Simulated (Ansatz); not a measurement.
**Zr3C2N: one candidate of a structure search**

The task: take a trial cell of Zr3C2N to zero force and stress.

Program: Ansatz 0.2.0. Level of theory: DFT PBE, scalar-relativistic, plane waves, PAW. These are calculated values, not measurements.

### Step 1. The starting structure

Symmetry: P6/mmm, No. 191, hexagonal system. The conventional cell has a = 5.345 Å, b = 5.345 Å, c = 3.238 Å, α = 90.00°, β = 90.00°, γ = 120.00°. Around Zr (site symmetry mmm) lie 4 C at 2.24 Å and 4 Zr at 2.67 Å and 4 N at 3.12 Å. C (site symmetry -6m2) has 6 Zr at 2.24 Å as nearest neighbours. Around N (site symmetry 6/mmm) lie 6 C at 3.09 Å and 12 Zr at 3.12 Å and 2 N at 3.24 Å.

Structure file:

```
Zr C N
1.0
     5.34489    0.00000    0.00000
    -2.67245    4.62881    0.00000
     0.00000    0.00000    3.23803
Zr C N
3 2 1
Direct
  0.50000 0.00000 0.50000
  0.50000 0.50000 0.50000
  0.00000 0.50000 0.50000
  0.33333 0.66667 0.00000
  0.66667 0.33333 0.00000
  0.00000 0.00000 0.00000
```

A structure generator made this guess: species swapped into a database cell of YbCo3B2 (P6/mmm, No. 191), with N on the Yb sites, Zr on the Co sites and C on the B sites. Lengths come from tabulated atomic sizes and are only a guess.

### Step 2. The guess as it stands, on a coarse mesh

Input file input.yaml:

```yaml
crystal:
  lattice:
    - [5.34489205, 0.0, 0.0]
    - [-2.67244603, 4.6288123, 0.0]
    - [0.0, 0.0, 3.23802793]
  atoms:
    - { symbol: Zr, position: [0.5, 0.0, 0.5] }
    - { symbol: Zr, position: [0.5, 0.5, 0.5] }
    - { symbol: Zr, position: [0.0, 0.5, 0.5] }
    - { symbol: C, position: [0.33333333, 0.66666667, 0.0] }
    - { symbol: C, position: [0.66666667, 0.33333333, 0.0] }
    - { symbol: "N", position: [0.0, 0.0, 0.0] }
basis:
  ecutwfc: 420
kpoints:
  mp_grid: { grid: [6, 6, 6] }
hamiltonian:
  xc: pbe
scf:
  occupations: { method: gaussian, width: 0.1 }
  lower_state_search: "off"
output:
  forces: true
  stress: true
  eigenvalues: true
```

Started as:

```bash
$ ansatz run input.yaml --threads 1 --pin off --max-ram 2048MiB --backend cpu --events-out ev --progress --plain --runs-dir out
```

The program printed, cut to the lines that bear on the results:

```text
Warning: RAYON_NUM_THREADS=1 ignored (pool sized by the plan → 1); use --threads N
[...]
Pseudopotentials: kind: paw
Pseudopotential: Zr, paw, valence charge 12, recommended cutoff 420 eV (normal), Zr.paw.azcp
Pseudopotential: C, paw, valence charge 4, recommended cutoff 420 eV (normal), C.paw.azcp
Pseudopotential: N, paw, valence charge 5, recommended cutoff 420 eV (normal), N.paw.azcp
Functional definition: PBE
[...]
Crystal: 6 atoms, lattice volume = 80.110 Å³
Basis set: ecut = 420 eV, 1565 PW (Γ), exchange–correlation on 72×72×48 points (8 copies of the dense FFT grid, shifted against one another)
Bands: 31, of which v1, the nominal top of the filled ones, is band 25 counted from 1 (24 counted from 0)
Symmetry: 24 space group operations
Space group: P6/mmm (ITA 191), of the structure as read, at distance tolerance 4.3e-5 Å
k-points: 28 of 216
[...]
SCF iter   1: F=—  HF=-13432.100063 eV  |F-HF|=—  |Δ(HF+E_count)|=         —  Δρ=2.19e-2  dr2=7.20e-1  ethr=1.77e-3  ⟨swp⟩=4.7  Hψ=3589  notcnv=0
[...]
SCF iter   7: F=-13432.017074 eV  HF=-13432.017074 eV  |F-HF|=5.05e-9  |Δ(HF+E_count)|=   1.07e-8  Δρ=2.96e-6  dr2=9.91e-9  ethr=2.04e-10  ⟨swp⟩=8.9  Hψ=3350  notcnv=0
[...]
SCF converged after 7 iterations
Free energy (F): -13432.017074 eV
[...]
E sigma→0 (E₀):  -13432.005969 eV
Entropy (-TS):   -0.022209 eV (-3.702 meV/atom)
Fermi energy:    14.000978 eV
[...]
--- Forces (eV/Å), atoms counted from 1 ---
  atom   1  Zr     0.00000000     0.00000000     0.00000000
  atom   2  Zr     0.00000000    -0.00000000     0.00000000
  atom   3  Zr     0.00000000    -0.00000000     0.00000000
  atom   4  C     -0.00000000     0.00000000     0.00000000
  atom   5  C     -0.00000000    -0.00000000     0.00000000
  atom   6  N      0.00000000     0.00000000     0.00000000
[...]
--- Stress (GPa, compression-positive) ---
       40.429504      -0.000000       0.000000
       -0.000000      40.429504       0.000000
        0.000000       0.000000       3.380856
  P = ⅓ Tr σ = 28.0800 GPa (280.800 kbar)
--- Band table (eV; the first three rows and the last of 28) ---
[...]
```

Wall time 4.5 s (1 thread of Arm Neoverse V1, shared host); peak memory 0.36 GiB.

From the probe: pressure 28.1 GPa, largest force 0.00 eV/Å, gap on this mesh none (metal). A cheap, loose relaxation comes first.

### Step 3. A loose first relaxation

Changes to input.yaml since step 2:

```diff
@@ -25 +25,6 @@
   eigenvalues: true
+relax:
+  adjacent_minimum: "off"
+  f_tol: 0.04
+  max_steps: 70
+  cell: { stress_tol: 0.4 }
```

Started as:

```bash
$ ansatz run input.yaml --threads 1 --pin off --max-ram 2048MiB --backend cpu --events-out ev --progress --plain --runs-dir out
```

The program printed:

```text
Warning: RAYON_NUM_THREADS=1 ignored (pool sized by the plan → 1); use --threads N
Engine: ansatz 0.2.0, aarch64-unknown-linux-gnu
[... 5 set-up lines as earlier in the session ...]
  parameter kappa = 0.804
  parameter beta = 0.06672455060314922
  exchange = pbe_x(kappa = kappa, mu = beta*pi^2/3)
  correlation = pbe_c(beta = beta)
Crystal: 6 atoms, lattice volume = 80.110 Å³
Basis set: ecut = 420 eV, 1565 PW (Γ), exchange–correlation on 72×72×48 points (8 copies of the dense FFT grid, shifted against one another)
Bands: 31, of which v1, the nominal top of the filled ones, is band 25 counted from 1 (24 counted from 0)
[... 2 set-up lines as earlier in the session ...]
k-points: 28 of 216
Non-local potential: Zr, projectors of the file, l = 0: 3, l = 1: 2, l = 2: 2, l = 3: 2
Non-local potential: C, projectors of the file, l = 0: 2, l = 1: 2, l = 2: 1
Non-local potential: N, projectors of the file, l = 0: 2, l = 1: 2, l = 2: 1
PAW form: soft (Blöchl's): semilocal exchange-correlation on the pseudo side does not see the compensation charge
PAW one-centre angular grid: Zr, 590 points (default); XC on 64 Gauss nodes
PAW one-centre angular grid: C, 110 points (default); XC on 64 Gauss nodes
PAW one-centre angular grid: N, 110 points (default); XC on 64 Gauss nodes
Initial density: superposition of atomic densities (neutral atoms: chi_scale 0, normalization atom), corrected by the library's trained network
Initial wavefunctions: pseudopotential atomic-orbital guess
Functional: x = pbe(κ = 0.804, μ = 0.2195149727645171), c = pbe(β = 0.06672455060314922)
SCF iter   1: F=—  HF=-13432.100063 eV  |F-HF|=—  |Δ(HF+E_count)|=         —  Δρ=2.19e-2  dr2=7.20e-1  ethr=1.77e-3  ⟨swp⟩=4.7  Hψ=3589  notcnv=0
preconditioner: auto → Kerker (q_TF=auto, 2.514 Å⁻¹)  [metal: Δε(μ)=0.008 eV  Ē_g=6.418 eV  σ=0.100 eV  W_gap=0.04  n_scr=26 (ndim 8)  ℏωp=20.7 eV  f_vac=0.000  D(μ)=4.02/eV (n_scr^D=32)]
SCF iter   2: F=—  HF=-13432.035683 eV  |F-HF|=—  |Δ(HF+E_count)|=   6.44e-2  Δρ=9.71e-3  dr2=1.62e-1  ethr=1.47e-3  ⟨swp⟩=1.0  Hψ=1092  notcnv=0
SCF iter   3: F=—  HF=-13432.017057 eV  |F-HF|=—  |Δ(HF+E_count)|=   1.86e-2  Δρ=1.32e-3  dr2=1.43e-3  ethr=3.30e-4  ⟨swp⟩=1.4  Hψ=861  notcnv=0
SCF iter   4: F=—  HF=-13432.017078 eV  |F-HF|=—  |Δ(HF+E_count)|=   2.05e-5  Δρ=2.65e-4  dr2=8.47e-5  ethr=2.91e-6  ⟨swp⟩=2.0  Hψ=1180  notcnv=0
SCF iter   5: F=—  HF=-13432.017073 eV  |F-HF|=—  |Δ(HF+E_count)|=   5.11e-6  Δρ=6.85e-5  dr2=3.10e-6  ethr=1.73e-7  ⟨swp⟩=2.7  Hψ=1395  notcnv=0  defer=6
SCF iter   6: F=—  HF=-13432.017074 eV  |F-HF|=—  |Δ(HF+E_count)|=   1.05e-6  Δρ=1.94e-5  dr2=4.16e-7  ethr=6.33e-9  ⟨swp⟩=2.0  Hψ=1158  notcnv=0  defer=6
SCF iter   7: F=-13432.017074 eV  HF=-13432.017074 eV  |F-HF|=5.01e-9  |Δ(HF+E_count)|=   1.08e-8  Δρ=2.95e-6  dr2=9.85e-9  ethr=2.04e-10  ⟨swp⟩=8.9  Hψ=3350  notcnv=0
SCF 1 converged in 7 iterations: F = -13432.017074 eV  dr2 = 9.85e-9
relax step   1: F+E_penalty+E_count = -13432.01707390 eV  Δ(F+E_penalty+E_count) = +0.000e0 eV  max|allowed force component| = 7.401e-17 eV/Å  Δτ_max = 0.0000 Å  P = +28.080 GPa  Ω = 80.110 Å³  (7 SCF iters, dr2 threshold 1.00e-7 eV, accepted)
Crystal: 6 atoms, lattice volume = 87.455 Å³
Basis set: ecut = 420 eV, 1715 PW (Γ), exchange–correlation on 72×72×48 points (8 copies of the dense FFT grid, shifted against one another)
Initial density: handed on by an earlier stage of this run
Initial wavefunctions: those handed on with the density
SCF iter   1: F=—  HF=-13433.872675 eV  |F-HF|=—  |Δ(HF+E_count)|=         —  Δρ=4.77e-2  dr2=4.74e0  ethr=3.10e-3  ⟨swp⟩=6.7  Hψ=3384  notcnv=0
preconditioner: auto → Kerker (q_TF=auto, 2.477 Å⁻¹)  [metal: Δε(μ)=0.044 eV  Ē_g=6.218 eV  σ=0.100 eV  W_gap=0.24  n_scr=26 (ndim 8)  ℏωp=19.9 eV  f_vac=0.000  D(μ)=5.05/eV (n_scr^D=44)]
SCF iter   2: F=—  HF=-13433.545291 eV  |F-HF|=—  |Δ(HF+E_count)|=   3.27e-1  Δρ=1.55e-2  dr2=5.17e-1  ethr=3.10e-3  ⟨swp⟩=1.6  Hψ=1117  notcnv=0  defer=1
SCF iter   3: F=—  HF=-13433.493226 eV  |F-HF|=—  |Δ(HF+E_count)|=   5.21e-2  Δρ=6.39e-3  dr2=3.64e-2  ethr=1.06e-3  ⟨swp⟩=1.5  Hψ=854  notcnv=0  defer=20
SCF iter   4: F=—  HF=-13433.487632 eV  |F-HF|=—  |Δ(HF+E_count)|=   5.59e-3  Δρ=1.84e-3  dr2=7.33e-3  ethr=7.43e-5  ⟨swp⟩=1.9  Hψ=1182  notcnv=0  defer=26
SCF iter   5: F=—  HF=-13433.486458 eV  |F-HF|=—  |Δ(HF+E_count)|=   1.17e-3  Δρ=4.30e-4  dr2=3.44e-4  ethr=1.50e-5  ⟨swp⟩=2.6  Hψ=1147  notcnv=0  defer=26
SCF iter   6: F=—  HF=-13433.486468 eV  |F-HF|=—  |Δ(HF+E_count)|=   1.01e-5  Δρ=1.97e-4  dr2=6.13e-5  ethr=7.01e-7  ⟨swp⟩=2.0  Hψ=1253  notcnv=0  defer=34
SCF iter   7: F=—  HF=-13433.486465 eV  |F-HF|=—  |Δ(HF+E_count)|=   3.41e-6  Δρ=4.02e-5  dr2=1.89e-6  ethr=1.25e-7  ⟨swp⟩=1.0  Hψ=832  notcnv=0  defer=34
SCF iter   8: F=—  HF=-13433.486465 eV  |F-HF|=—  |Δ(HF+E_count)|=   8.42e-9  Δρ=2.03e-5  dr2=8.78e-7  ethr=1.22e-9  ⟨swp⟩=8.8  Hψ=3635  notcnv=0
SCF iter   9: F=-13433.486465 eV  HF=-13433.486465 eV  |F-HF|=1.85e-8  |Δ(HF+E_count)|=   6.35e-8  Δρ=3.37e-6  dr2=2.49e-8  ethr=1.22e-9  ⟨swp⟩=4.0  Hψ=2613  notcnv=0
SCF 2 converged in 9 iterations: F = -13433.486465 eV  dr2 = 2.49e-8
relax step   2: F+E_penalty+E_count = -13433.48646462 eV  Δ(F+E_penalty+E_count) = -1.469e0 eV  max|allowed force component| = 1.480e-16 eV/Å  Δτ_max = 0.0000 Å  P = +11.465 GPa  Ω = 87.455 Å³  energy of the carried Pulay correction = -1.176e-2 eV  (9 SCF iters, dr2 threshold 6.00e-7 eV, accepted)
Crystal: 6 atoms, lattice volume = 92.384 Å³
Basis set: ecut = 420 eV, 1787 PW (Γ), exchange–correlation on 72×72×48 points (8 copies of the dense FFT grid, shifted against one another)
SCF iter   1: F=—  HF=-13434.380599 eV  |F-HF|=—  |Δ(HF+E_count)|=         —  Δρ=3.79e-2  dr2=3.18e0  ethr=3.10e-3  ⟨swp⟩=7.4  Hψ=3610  notcnv=0
preconditioner: auto → Kerker (q_TF=auto, 2.455 Å⁻¹)  [metal: Δε(μ)=0.013 eV  Ē_g=6.069 eV  σ=0.100 eV  W_gap=0.07  n_scr=26 (ndim 8)  ℏωp=19.3 eV  f_vac=0.000  D(μ)=7.12/eV (n_scr^D=74)]
SCF iter   2: F=—  HF=-13434.246145 eV  |F-HF|=—  |Δ(HF+E_count)|=   1.34e-1  Δρ=2.29e-2  dr2=1.24e0  ethr=3.10e-3  ⟨swp⟩=1.0  Hψ=1092  notcnv=0
SCF iter   3: F=—  HF=-13434.138305 eV  |F-HF|=—  |Δ(HF+E_count)|=   1.08e-1  Δρ=8.72e-3  dr2=1.27e-1  ethr=2.53e-3  ⟨swp⟩=1.1  Hψ=840  notcnv=0
SCF iter   4: F=—  HF=-13434.127621 eV  |F-HF|=—  |Δ(HF+E_count)|=   1.07e-2  Δρ=4.71e-3  dr2=3.14e-2  ethr=2.58e-4  ⟨swp⟩=1.0  Hψ=1047  notcnv=0  defer=28
SCF iter   5: F=—  HF=-13434.123446 eV  |F-HF|=—  |Δ(HF+E_count)|=   4.18e-3  Δρ=1.76e-3  dr2=3.68e-3  ethr=6.42e-5  ⟨swp⟩=1.8  Hψ=941  notcnv=0  defer=29
SCF iter   6: F=—  HF=-13434.123153 eV  |F-HF|=—  |Δ(HF+E_count)|=   2.92e-4  Δρ=6.48e-4  dr2=1.30e-4  ethr=7.51e-6  ⟨swp⟩=1.7  Hψ=922  notcnv=0  defer=33
SCF iter   7: F=—  HF=-13434.123185 eV  |F-HF|=—  |Δ(HF+E_count)|=   3.19e-5  Δρ=1.71e-4  dr2=3.02e-5  ethr=2.66e-7  ⟨swp⟩=2.1  Hψ=1052  notcnv=0  defer=33
SCF iter   8: F=-13434.123183 eV  HF=-13434.123183 eV  |F-HF|=2.34e-7  |Δ(HF+E_count)|=   1.81e-6  Δρ=2.21e-5  dr2=5.15e-7  ethr=1.22e-9  ⟨swp⟩=8.4  Hψ=4286  notcnv=0
the search or the solves at the SCF's close seem to have found levels that the self-consistency loop had missed (the run counts 1). By its estimate they hold under 1e-12 electrons; where the run keeps them, the occupations were computed again with them
SCF 3 converged in 8 iterations: F = -13434.123183 eV  dr2 = 5.15e-7
relax step   3: F+E_penalty+E_count = -13434.12318319 eV  Δ(F+E_penalty+E_count) = -6.367e-1 eV  max|allowed force component| = 1.388e-16 eV/Å  Δτ_max = 0.0000 Å  P = +3.795 GPa  Ω = 92.384 Å³  energy of the carried Pulay correction = -1.933e-2 eV  (8 SCF iters, dr2 threshold 6.00e-7 eV, accepted)
[... 12 lines left out ...]
relax step   4: F+E_penalty+E_count = -13434.14800917 eV  Δ(F+E_penalty+E_count) = -2.483e-2 eV  max|allowed force component| = 1.850e-16 eV/Å  Δτ_max = 0.0000 Å  P = +0.683 GPa  Ω = 94.270 Å³  energy of the carried Pulay correction = -2.201e-2 eV  (6 SCF iters, dr2 threshold 6.00e-7 eV, accepted)
[... 12 lines left out ...]
relax step   5: F+E_penalty+E_count = -13434.14834417 eV  Δ(F+E_penalty+E_count) = -3.350e-4 eV  max|allowed force component| = 1.696e-16 eV/Å  Δτ_max = 0.0000 Å  P = +0.020 GPa  Ω = 94.669 Å³  energy of the carried Pulay correction = -2.256e-2 eV  (6 SCF iters, dr2 threshold 6.00e-7 eV, accepted)
[... 12 lines left out ...]
relax step   6: F+E_penalty+E_count = -13434.22191301 eV  Δ(F+E_penalty+E_count) = -7.357e-2 eV  max|allowed force component| = 1.958e-16 eV/Å  Δτ_max = 0.0000 Å  P = +0.814 GPa  Ω = 94.669 Å³  stress off target by 1.14e0 GPa  SCF on the basis re-selected at this cell (its energy is not comparable with the rows above)  (7 SCF iters)
[... 13 lines left out ...]
relax step   7: F+E_penalty+E_count = -13434.22347109 eV  Δ(F+E_penalty+E_count) = -1.558e-3 eV  max|allowed force component| = 1.557e-16 eV/Å  Δτ_max = 0.0000 Å  P = +0.057 GPa  Ω = 95.219 Å³  energy of the carried Pulay correction = -7.032e-4 eV  (6 SCF iters, dr2 threshold 6.00e-7 eV, accepted)
iter 1 solved again at ethr=1.24e-8 eV; its pass at ethr=3.10e-3 eV (dr2=6.09e-6 eV) is discarded
SCF iter   1: F=—  HF=-13434.224252 eV  |F-HF|=—  |Δ(HF+E_count)|=         —  Δρ=2.80e-5  dr2=2.67e-7  ethr=1.24e-8  ⟨swp⟩=3.4  Hψ=6109  notcnv=0
preconditioner: auto → Kerker (q_TF=auto, 2.442 Å⁻¹)  [metal: Δε(μ)=0.019 eV  Ē_g=5.915 eV  σ=0.100 eV  W_gap=0.10  n_scr=32 (ndim 8)  ℏωp=19.0 eV  f_vac=0.000  D(μ)=6.28/eV (n_scr^D=68)]
SCF iter   2: F=—  HF=-13434.224256 eV  |F-HF|=—  |Δ(HF+E_count)|=   3.99e-6  Δρ=1.44e-5  dr2=6.09e-8  ethr=5.44e-10  ⟨swp⟩=2.1  Hψ=1021  notcnv=0
SCF iter   3: F=—  HF=-13434.224256 eV  |F-HF|=—  |Δ(HF+E_count)|=   2.27e-7  Δρ=2.05e-6  dr2=5.05e-9  ethr=1.24e-10  ⟨swp⟩=2.0  Hψ=1202  notcnv=0
iter 4 did not close the SCF: its close was put off for the readings that it lacked (scf_convergence_deferred on its scf_iter line)
SCF iter   4: F=-13434.224256 eV  HF=-13434.224256 eV  |F-HF|=3.71e-10  |Δ(HF+E_count)|=   1.06e-9  Δρ=7.00e-7  dr2=1.02e-9  ethr=1.03e-11  ⟨swp⟩=2.0  Hψ=1195  notcnv=0
iter 5 did not close the SCF: its close was put off for the readings that it lacked (scf_convergence_deferred on its scf_iter line)
SCF iter   5: F=-13434.224256 eV  HF=-13434.224256 eV  |F-HF|=3.46e-11  |Δ(HF+E_count)|=  3.27e-11  Δρ=2.46e-7  dr2=9.64e-11  ethr=2.07e-12  ⟨swp⟩=1.9  Hψ=945  notcnv=0
SCF iter   6: F=-13434.224256 eV  HF=-13434.224256 eV  |F-HF|=3.64e-12  |Δ(HF+E_count)|=  7.28e-12  Δρ=4.63e-8  dr2=2.87e-12  ethr=1.00e-12  ⟨swp⟩=2.0  Hψ=2181  notcnv=0
SCF 8 converged in 6 iterations: F = -13434.224256 eV  dr2 = 2.87e-12
relax step   8: F+E_penalty+E_count = -13434.22425607 eV  Δ(F+E_penalty+E_count) = -7.850e-4 eV  max|allowed force component| = 1.881e-16 eV/Å  Δτ_max = 0.0000 Å  P = +0.057 GPa  Ω = 95.219 Å³  stress off target by 8.00e-2 GPa  SCF on the basis re-selected at this cell (its energy is not comparable with the rows above)  (6 SCF iters)
basis re-selected at this cell: Δ(F+E_penalty+E_count) = -7.850e-4 eV, ΔP = +0.001 GPa vs the last step (what re-selecting the basis moved, of the pressure what is left beyond the Pulay correction that the steps carried, after the strain that the cell walked since its last selection, with what the two solves' SCF thresholds leave and, on support functions, any second-order correction that the steps lacked; it is no measure of the basis error at this ecutwfc). This SCF's stress stands 8.00e-2 GPa from its target on what of the cell is left free (relax.cell.stress_tol is 4.00e-1 GPa) and its largest allowed force component is 1.88e-16 eV/Å (relax.f_tol is 4.00e-2 eV/Å): within both
SCF converged after 6 iterations
Free energy (F): -13434.224256 eV
Harris-Foulkes:  -13434.224256 eV  (|F-HF|=3.64e-12)
Internal energy: -13434.192847 eV  (E = F + TS)
E sigma→0 (E₀):  -13434.208552 eV
Entropy (-TS):   -0.031409 eV (-5.235 meV/atom)
Fermi energy:    11.529745 eV
--- Per-component energies (eV) ---
  E_band       = -310.624138
  E_kinetic    = 1298.480122
  E_local      = -2592.983398  (includes V_loc(G=0)·N_el)
  E_nonlocal   = 337.865930
  E_hartree    = 840.850201
  E_xc         = -640.043998
  E_vxc        = -766.613076  (∫ρ·V_xc dr)
  E_paw        = -9184.211674  (= ΣΔE_a)
  E_vpaw       = -269.074336  (= ΣTr[D̂ρ^β])
  E_aug_tail   = 0.000168  (compensation charges beyond the density's cutoff)
  E_ewald      = -3494.150199
  E_smearing   = -0.031409  (= −TS)
  E_closure    = 0.000000  (closes the sum)
  Σ components = -13434.224256   (vs F -13434.224256, Δ=0.00e0)
--- Forces (eV/Å), atoms counted from 1 ---
  atom   1  Zr    -0.00000000     0.00000000    -0.00000000
  atom   2  Zr    -0.00000000     0.00000000    -0.00000000
  atom   3  Zr    -0.00000000     0.00000000     0.00000000
  atom   4  C     -0.00000000     0.00000000    -0.00000000
  atom   5  C      0.00000000     0.00000000     0.00000000
  atom   6  N      0.00000000    -0.00000000     0.00000000
  max |Σ_I F_I| component: 3.70e-17 eV/Å
--- Stress (GPa, compression-positive) ---
        0.080005       0.000000       0.000000
       -0.000000       0.080005       0.000000
        0.000000       0.000000       0.012044
  P = ⅓ Tr σ = 0.0574 GPa (0.574 kbar)
--- Band table (eV; the first three rows and the last of 28) ---
  k-point 0: bands = ["-37.2150", "-37.0390", "-37.0390", "-16.1143", "-15.6187", "-15.6187", "-14.9946", "-14.8817", "-14.6915", "-14.6915", "-14.6579", "-14.6579", "-0.5633", "0.5822", "3.2479", "7.1378", "7.1378", "8.1540", "9.4921", "9.5231", "9.5231", "10.6629", "10.6629", "11.1534", "11.9853", "11.9853", "12.0122", "12.4035", "13.9398", "13.9398", "14.5284"]
  k-point 1: bands = ["-37.1966", "-37.0220", "-37.0220", "-16.0686", "-15.5944", "-15.5944", "-15.0972", "-14.9801", "-14.8731", "-14.8731", "-14.6375", "-14.6375", "-0.3870", "1.0401", "2.5172", "7.7815", "7.7815", "8.7936", "8.9122", "8.9662", "8.9662", "10.4613", "11.0039", "11.0039", "11.2895", "11.2895", "12.5199", "12.7575", "14.5513", "14.5513", "14.7531"]
  k-point 2: bands = ["-37.1596", "-36.9878", "-36.9878", "-15.9751", "-15.5454", "-15.5454", "-15.5047", "-15.2212", "-15.2212", "-14.9510", "-14.5962", "-14.5962", "-0.0522", "1.4260", "2.2366", "6.9699", "7.8825", "7.8825", "9.2832", "9.2832", "9.3724", "10.0557", "10.9842", "10.9842", "11.5055", "11.5055", "13.2905", "13.9940", "13.9940", "14.4171", "14.6765"]
  k-point 27: bands = ["-37.0566", "-37.0566", "-36.9707", "-15.5464", "-15.5464", "-15.4333", "-15.4333", "-15.4058", "-15.3892", "-15.0804", "-15.0804", "-14.7076", "0.0997", "1.9400", "1.9400", "7.7224", "7.7224", "8.6135", "8.8299", "8.8299", "9.0502", "9.5424", "11.4236", "11.4236", "11.7199", "12.3791", "12.3791", "13.6712", "13.6712", "14.1153", "14.3231"]
--- Relaxed structure (6 steps of the walk, 6 accepted, 2 SCFs on fresh bases) ---
  F+E_penalty+E_count = -13434.22425607 eV   max|allowed force component| = 1.881e-16 eV/Å   (the final SCF, on the basis selected at the relaxed cell)
  cell:  # Å, volume = 95.2190 Å³
    - [5.947625642060664, 3.2122850032635397e-9, 0.0]
    - [-2.9738128238122523, 5.150794896618125, 0.0]
    - [0.0, 0.0, 3.1081775752226872]
  atoms:
    - { symbol: Zr, position: [0.5, -5.169878828456423e-26, 0.5000000000000001] }
    - { symbol: Zr, position: [0.49999999999999994, 0.49999999999999994, 0.5000000000000001] }
    - { symbol: Zr, position: [0.0, 0.5, 0.5000000000000001] }
    - { symbol: C, position: [0.33333333333333326, 0.6666666666666666, 0.0] }
    - { symbol: C, position: [0.6666666666666666, 0.33333333333333337, 0.0] }
    - { symbol: N, position: [-1.6947697539396505e-35, 8.018098951075519e-36, 0.0] }
```

Run time: 41 s. Hardware: 1 thread of Arm Neoverse V1, shared host; peak memory 0.39 GiB.

Step by step:

```
step  E - E(step 1) (eV/cell)  largest force component (eV/Å)  pressure (GPa)  volume (Å³)
   1                   0.0000                          0.0000           28.08        80.11
   2                  -1.4694                          0.0000           11.47        87.45
   3                  -2.1061                          0.0000            3.79        92.38
   4                  -2.1309                          0.0000            0.68        94.27
   5                  -2.1313                          0.0000            0.02        94.67
   6                  -2.2048                          0.0000            0.81        94.67
   7                  -2.2064                          0.0000            0.06        95.22
   8                  -2.2072                          0.0000            0.06        95.22
```

Step 1 is the start. Steps 6, 8 each repeat the geometry before them on a plane-wave basis chosen anew, so the energy can jump there without any move.

|  | before | after | change |
| --- | --- | --- | --- |
| a (Å) | 5.345 | 5.948 | +11.3 % |
| b (Å) | 5.345 | 5.948 | +11.3 % |
| c (Å) | 3.238 | 3.108 | -4.0 % |
| volume (Å³/atom) | 13.35 | 15.87 | +18.9 % |
| shortest distance (Å) | 2.236 | 2.316 | +3.5 % |
| space group (0.01 Å) | P6/mmm | P6/mmm | same |

Forces and stress were held to the start's 24 operations: a distortion of lower symmetry was not tested.

[end of part 1 of 2]
